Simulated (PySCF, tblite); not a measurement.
# C4H7Cl2FSi: geometry, infrared bands and NMR shifts

What infrared bands and NMR shifts should C4H7Cl2FSi (`F[C@@H](Cl)[C@@H](Cl)[C@@H]1C[SiH2]1`) show?

Computed with tblite 0.8.0 and PySCF 2.14.0, with density-fitted response routines of our own, on a single molecule in the gas phase. Atoms are numbered from 0 throughout.

## Step 1: The molecule as given

15 atoms, charge 0, multiplicity 1; geometry from: force field or distance geometry start.

Bonds of the start (Å): F0–C1 1.37, C1–Cl2 1.79, C1–C3 1.54, C3–Cl4 1.78, C3–C5 1.52, C5–C6 1.49, C6–Si7 1.89, Si7–C5 1.84, C1–H8 1.10, C3–H9 1.09, C5–H10 1.09, C6–H11 1.08, C6–H12 1.08, Si7–H13 1.49, Si7–H14 1.48.

## Step 2: Geometry optimisation with GFN2-xTB

Job settings and geometry (Å):

```
{"job": {"kind": "relax", "xc": "GFN2-xTB", "basis": "xTB"}, "charge": 0, "multiplicity": 1}
F      1.575300     0.285700     1.824400
C      1.981700     0.281500     0.516900
Cl     2.753100    -1.305800     0.205900
C      0.790800     0.617700    -0.395800
Cl     1.345100     0.881000    -2.069600
C     -0.307800    -0.430100    -0.439500
C     -1.704800    -0.036300    -0.795900
Si    -1.445300    -0.577900     0.996100
H      2.771300     1.036500     0.438500
H      0.375800     1.571800    -0.055700
H      0.047800    -1.379500    -0.828500
H     -1.966700     1.002400    -0.897400
H     -2.305100    -0.724300    -1.370600
H     -2.223500    -1.829600     1.178200
H     -1.692000     0.614900     1.843600
```

The run is started by

```sh
$ OMP_NUM_THREADS=1 python probes_run.py task.json out
```

This one command runs all jobs of the session in turn.

**Question.** This job is followed by: GFN2-xTB harmonic vibrations, gas phase; GIAO PBE0/pcSseg-1 NMR shielding, non-relativistic, gas phase. What will the session give for the following? strongest single infrared mode (GFN2-xTB); zero-point energy (GFN2-xTB); ¹³C shifts against TMS (PBE0/pcSseg-1); ¹H shifts against TMS (PBE0/pcSseg-1); ¹⁹F shifts against CFCl3 (PBE0/pcSseg-1); ³⁵Cl shifts against HCl (PBE0/pcSseg-1); ²⁹Si shifts against TMS (PBE0/pcSseg-1); surface potential, 1st and 99th percentile.

**Answer**, as computed:

| quantity | value |
| --- | --- |
| strongest single infrared mode (GFN2-xTB) | 2395 cm⁻¹, 377 km/mol |
| zero-point energy (GFN2-xTB) | 61.2 kcal/mol |
| ¹³C shifts against TMS (PBE0/pcSseg-1) | 113.9, 76.6, 11.3, 0.9 ppm |
| ¹H shifts against TMS (PBE0/pcSseg-1) | 6.51, 3.65, 2.96, 2.69, 1.63, 1.07, 0.58 ppm |
| ¹⁹F shifts against CFCl3 (PBE0/pcSseg-1) | -138.1 ppm |
| ³⁵Cl shifts against HCl (PBE0/pcSseg-1) | 202, 200 ppm |
| ²⁹Si shifts against TMS (PBE0/pcSseg-1) | -136.5 ppm |
| surface potential, 1st and 99th percentile | -0.73 V and 1.32 V |

**Reading.** The optimisation took 40 steps and gained 0.442 eV; among the close pairs (by a distance rule), C5–Si7 changed most, from 1.838 to 1.901 Å. No mode is imaginary among the 39: a minimum at this level. The strongest single mode, at 2395 cm⁻¹, moves mainly H13 and H14. GFN2-xTB is a fitted tight-binding method: band positions and strengths are rough. Its intensities can rank the bands wrongly. The most deshielded hydrogen is H8 (hydrogen on an sp3 CH bonded to Cl and F), at 6.51 ppm: its carbon carries Cl and F, hence the downfield position.
